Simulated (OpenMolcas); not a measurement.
# doublet [WOF4]+ at 6 levels

We compute a comparison of 6 runs (UHF/def2-SVP, U-r2SCAN/def2-SVP, UB3LYP/def2-SVP, UBLYP/def2-SVP, UM06-L/def2-SVP, UPBE0/def2-SVP) of doublet [WOF4]+. 

Program for the calculation: OpenMolcas 26.06.

1 further run of the same task is left out (set aside as unsound or not needed).

### 1 Starting point

The species is [WOF4]+ (6 atoms), meant as a doublet with charge +1. SMILES of the parent species: `O=[W](F)(F)(F)F`. The coordinates come from a PBE0-D4/def2-TZVP relaxation. That shape belongs to the parent species and isn't relaxed for this state.

Bond lengths: O1–W2 1.671 Å, W2–F3 1.848 Å, W2–F4 1.848 Å, W2–F5 1.848 Å, W2–F6 1.848 Å. Angles: O1–W2–F3 105.1°, O1–W2–F4 105.1°, O1–W2–F5 105.1°, O1–W2–F6 105.1°, F3–W2–F4 86.1°, F3–W2–F5 149.8°, F3–W2–F6 86.1°, F4–W2–F5 86.1°, F4–W2–F6 149.8°, F5–W2–F6 86.1°.

### 2 A single-point energy at UHF/def2-SVP (core potential) (run 1)

The input, calc.input:

```
* F4OW Hartree-Fock
&GATEWAY
BASLIB
$CurrDir
COORD
6
angstrom
O       -1.628740      -0.246930      -0.471180
W       -0.040770      -0.006180      -0.011790
F       -0.123740       1.167320       1.412930
F        0.534690       1.440420      -1.006790
F        0.958650      -1.040750      -1.171390
F        0.299900      -1.313890       1.248240
BASIS
def2-SVP
GROUP
NoSym
&SEWARD
&SCF
UHF
CHARGE
1
SPIN
2
THRESHOLDS
1e-10 1e-07 1e-07 1e-05
PRORBITALS
1
```

The basis set def2-SVP is read from a file made from the Basis Set Exchange's data (not shown).

Command:

```
export MOLCAS_MEM=1860
pymolcas calc.input > calc.log
```

Log:

```text
--- Start Module: gateway ---
[...]
--- Stop Module: gateway /rc=_RC_ALL_IS_WELL_ ---
--- Start Module: seward ---
[...]
      Basis functions          102
--- Stop Module: seward /rc=_RC_ALL_IS_WELL_ ---
[...]
--- Start Module: scf ---
[...]
       Convergence after  42 Iterations
[...]
::    Total SCF energy                               -538.3088295854
[...]
      Total spin, S                                     0.5097627237
[...]
      Total electronic charge=   57.000000
      Total            charge=    1.000000
[...]
      Dipole Moment (debye):
      Origin of the operator (angstrom)=   -0.0066   -0.0010   -0.0019
                   X= -2.3108E+00               Y= -3.5028E-01               Z= -6.6847E-01           Total=  2.4309E+00
      Center of Charge (angstrom)
[...]
--- Stop Module: scf /rc=_RC_ALL_IS_WELL_ ---
[...]
```

Wall time 37 s (1 thread of Intel Xeon Platinum 8259CL at 2.50GHz (Skylake/Cascade Lake), shared host); peak memory 0.57 GiB.

### 3 A single-point energy at U-r2SCAN/def2-SVP (core potential) (run 2)

The input, run.input:

```
* F4OW Kohn-Sham DFT
&GATEWAY
BASLIB
$CurrDir
BASISSET
O.def2-SVP....
O1 -1.628740 -0.246930 -0.471180 angstrom
End of Basis
BASISSET
W.def2-SVP....
W2 -0.040770 -0.006180 -0.011790 angstrom
End of Basis
BASISSET
F.def2-SVP....
F3 -0.123740 1.167320 1.412930 angstrom
F4 0.534690 1.440420 -1.006790 angstrom
F5 0.958650 -1.040750 -1.171390 angstrom
F6 0.299900 -1.313890 1.248240 angstrom
End of Basis
&SEWARD
GRIDINPUT
Grid=UltraFine
End of Grid
&SCF
UHF
CHARGE
1
SPIN
2
KSDFT
2
1.0 MGGA_X_R2SCAN
1.0 MGGA_C_R2SCAN
THRESHOLDS
1e-10 1e-07 1e-07 1e-05
PRORBITALS
1 1
```

The basis set def2-SVP is read from a file made from the Basis Set Exchange's data (not shown).

Command:

```
export MOLCAS_MEM=1860
pymolcas run.input > run.log
```

Log:

```text
--- Start Module: gateway ---
[...]
--- Stop Module: gateway /rc=_RC_ALL_IS_WELL_ ---
--- Start Module: seward ---
[...]
      Basis functions          102
--- Stop Module: seward /rc=_RC_ALL_IS_WELL_ ---
[...]
--- Start Module: scf ---
[...]
       Convergence after  39 Iterations
[...]
::    Total KS-DFT energy                            -540.9263827522
[...]
      Total spin, S                                     0.5063573718
[...]
      Total electronic charge=   57.000000
      Total            charge=    1.000000
[...]
      Dipole Moment (debye):
      Origin of the operator (angstrom)=   -0.0066   -0.0010   -0.0019
                   X= -1.0934E+00               Y= -1.6575E-01               Z= -3.1630E-01           Total=  1.1502E+00
      Center of Charge (angstrom)
[...]
--- Stop Module: scf /rc=_RC_ALL_IS_WELL_ ---
[...]
```

Run time: 2.7 min. Hardware: 1 thread of Intel Xeon Platinum 8259CL at 2.50GHz (Skylake/Cascade Lake), shared host; peak memory 0.58 GiB.

### 4 The energy at UB3LYP/def2-SVP (core potential) (run 3)

The input, test.inp:

```
>>> EXPORT MOLCAS_PRINT=2

&GATEWAY
 BasLib = $CurrDir
 Coord
 6
 angstrom
 O       -1.628740      -0.246930      -0.471180
 W       -0.040770      -0.006180      -0.011790
 F       -0.123740       1.167320       1.412930
 F        0.534690       1.440420      -1.006790
 F        0.958650      -1.040750      -1.171390
 F        0.299900      -1.313890       1.248240
 Basis = def2-SVP
 Group = NoSym

&SEWARD
 GridInput
 Grid=UltraFine
 End of Grid

&SCF
 UHF
 Charge = 1
 Spin = 2
 KSDFT = B3LYP
 Thresholds = 1e-10 1e-07 1e-07 1e-05
 PrOrbitals = 1 2
```

The basis set def2-SVP is read from a file made from the Basis Set Exchange's data (not shown).

Command:

```
export MOLCAS_MEM=1860
pymolcas test.inp > test.log
```

Log:

```text
--- Start Module: gateway ---
[...]
--- Stop Module: gateway /rc=_RC_ALL_IS_WELL_ ---
--- Start Module: seward ---
[...]
      Basis functions          102
--- Stop Module: seward /rc=_RC_ALL_IS_WELL_ ---
[...]
--- Start Module: scf ---
[...]
       Convergence after  54 Iterations
[...]
::    Total KS-DFT energy                            -541.0824231628
[...]
      Total spin, S                                     0.5063008224
[...]
      Total electronic charge=   57.000000
      Total            charge=    1.000000
[...]
      Dipole Moment (debye):
      Origin of the operator (angstrom)=   -0.0066   -0.0010   -0.0019
                   X= -1.2841E+00               Y= -1.9466E-01               Z= -3.7148E-01           Total=  1.3509E+00
      Center of Charge (angstrom)
[...]
--- Stop Module: scf /rc=_RC_ALL_IS_WELL_ ---
[...]
```

It took 2.8 min on 1 thread of Intel Xeon Platinum 8259CL at 2.50GHz (Skylake/Cascade Lake), shared host; peak memory 0.57 GiB.

Runs 4 to 5 aren't shown in full; the table further down has their settings and results.

### 5 The energy at UPBE0/def2-SVP (core potential) (run 6)

The input, calc.input:

```
&GATEWAY
 BasLib
 $CurrDir
 Coord
 6
 bohr
 O     -3.07787253    -0.46663007    -0.89040116
 W     -0.07704413    -0.01167851    -0.02227987
 F     -0.23383471     2.20591510     2.67005073
 F      1.01041766     2.72199930    -1.90255737
 F      1.81158595    -1.96673246    -2.21360629
 F      0.56672886    -2.48289226     2.35883174
 Basis
 def2-SVP
 Group
 NoSym

&SEWARD
 GridInput
 Grid=UltraFine
 End of Grid

&SCF
 UHF
 Charge
 1
 Spin
 2
 KSDFT
 PBE0
 Thresholds
 1e-10 1e-07 1e-07 1e-05
 PrOrbitals
 1
```

The basis set def2-SVP is read from a file made from the Basis Set Exchange's data (not shown).

Command:

```
export MOLCAS_MEM=1860
pymolcas calc.input > calc.log
```

Log:

```text
--- Start Module: gateway ---
[...]
--- Stop Module: gateway /rc=_RC_ALL_IS_WELL_ ---
--- Start Module: seward ---
[...]
      Basis functions          102
--- Stop Module: seward /rc=_RC_ALL_IS_WELL_ ---
[...]
--- Start Module: scf ---
[...]
       Convergence after 106 Iterations
[...]
::    Total KS-DFT energy                            -540.5865933473
[...]
      Total spin, S                                     0.5094475135
[...]
      Total electronic charge=   57.000000
      Total            charge=    1.000000
[...]
      Dipole Moment (debye):
      Origin of the operator (angstrom)=   -0.0066   -0.0010   -0.0019
                   X= -1.4288E+00               Y= -2.1657E-01               Z= -4.1330E-01           Total=  1.5030E+00
      Center of Charge (angstrom)
[...]
--- Stop Module: scf /rc=_RC_ALL_IS_WELL_ ---
[...]
```

Wall time 4.9 min (1 thread of Intel Xeon Platinum 8259CL at 2.50GHz (Skylake/Cascade Lake), shared host); peak memory 0.58 GiB.

### 6 All runs side by side

| run | level | integration grid | energy (Eh) | HOMO energy (eV) | LUMO energy (eV) | ⟨S²⟩ | wall time |
| --- | --- | --- | --- | --- | --- | --- | --- |
| 1 | UHF/def2-SVP (core potential) | – | -538.308830 | -24.28 | -11.75 | 0.770 | 37 s |
| 2 | U-r2SCAN/def2-SVP (core potential) | UltraFine | -540.926383 | -17.27 | -16.87 | 0.763 | 2.7 min |
| 3 | UB3LYP/def2-SVP (core potential) | UltraFine | -541.082423 | -18.41 | -16.46 | 0.763 | 2.8 min |
| 4 | UBLYP/def2-SVP (core potential) | UltraFine | -541.072853 | -16.66 | -16.64 | 0.757 | 3.7 min |
| 5 | UM06-L/def2-SVP (core potential) | UltraFine | -541.063070 | -17.30 | -16.99 | 0.763 | 3.5 min |
| 6 | UPBE0/def2-SVP (core potential) | UltraFine | -540.586593 | -18.75 | -16.22 | 0.769 | 4.9 min |

### 7 Results

| quantity | value |
| --- | --- |
| run 6: total energy | -540.58659 Eh |
| run 6: HOMO energy (highest over α and β) | -18.75 eV |
| run 6: LUMO energy (lowest over α and β) | -16.22 eV |
| run 6: ⟨S²⟩ | 0.769 |

In words: Totals of different functionals can't be ranked against each other. All runs together took 18 min, the longest 4.9 min.
